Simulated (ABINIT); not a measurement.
Crystal: SnSe2.

```
Sn Se
1.0
     3.81100    0.00000    0.00000
    -1.90550    3.30042    0.00000
     0.00000    0.00000    6.13600
Sn Se
1 2
Cartesian
  0.0000 0.0000 0.0000
  1.9055 1.1001 4.6081
  0.0000 2.2003 1.5279
```

Base run:

| Item | Value |
| --- | --- |
| Program | ABINIT 10.8.3 (patched build) |
| Functional | BLYP |
| Potentials or basis | JTH PAW PBE v2.0 |
| Cutoff | 707 eV |
| k mesh | 8 × 8 × 5 |
| Occupations | fermi-dirac, width 0.05 eV |
| Spin | no spin polarisation |

Its results: band gap on the k mesh 0.80 eV, indirect (least direct gap 1.04 eV); pressure 9.5 GPa; largest force 1.063 eV/Å.

Q: After a change of settings the same cell gave: band gap on the k mesh 0.67 eV, indirect (least direct gap 0.88 eV); pressure 0.7 GPa; largest force 0.495 eV/Å. Which change was it?
A. functional from BLYP to LDA
B. functional from BLYP to RPBE
C. functional from BLYP to AM05
D. functional from BLYP to WC

A: A.

LDA binds more tightly than BLYP, so the same cell stands under less pressure.

Caveats: the PAW data sets were made with another functional, which shifts forces and pressure a little; spin-orbit coupling is left out, which moves the levels of the heavy elements; this functional lacks dispersion, which binds the layers, so the pressure and a relaxed spacing across them are unreliable (some runs).

Runs at the PBE level aren't shown here.
